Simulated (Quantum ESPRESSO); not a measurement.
**SiC4 in Quantum ESPRESSO: the effect of functional**

SiC4:

```
Si C
1.0
    -2.18822    2.18822    2.18822
     2.18822   -2.18822    2.18822
     2.18822    2.18822   -2.18822
Si C
1 4
Direct
  0.00000 0.00000 0.00000
  0.00000 0.00000 0.50000
  0.00000 0.50000 0.00000
  0.50000 0.00000 0.00000
  0.50000 0.50000 0.50000
```

The cell was built by a generator and needn't be a form met in nature.

Alike in all runs:

* Program: Quantum ESPRESSO 7.5
* Task: phonons
* Cutoff: 1116 eV
* Density cutoff: 4463 eV
* k mesh: 9 × 9 × 9
* Occupations: cold, width 0.2 eV
* Spin: no spin polarisation

Each run relaxes the cell or the atoms first.

```tsv
functional	potentials or basis	relaxed volume (Å³/atom)	highest phonon frequency (cm⁻¹)
LDA	PseudoDojo 0.4.1 SR LDA standard	7.88	971
PBEsol	PseudoDojo 0.4.1 SR PBEsol standard	?	?
BLYP	PseudoDojo 0.4.1 SR PBE standard	8.97	748
WC	PseudoDojo 0.4.1 SR PBE standard	8.27	909
revPBE	PseudoDojo 0.4.1 SR PBE standard	8.48	857
vdW-DF-cx	PseudoDojo 0.4.1 SR PBE standard	8.35	895
```

Q: What does the run with functional PBEsol give?

A: Relaxed volume 8.15 Å³/atom; highest phonon frequency 934 cm⁻¹.

Caveats: some modes are imaginary; the potentials were made for another functional, which shifts forces and pressure (some runs).

Runs at the PBE level aren't shown here.
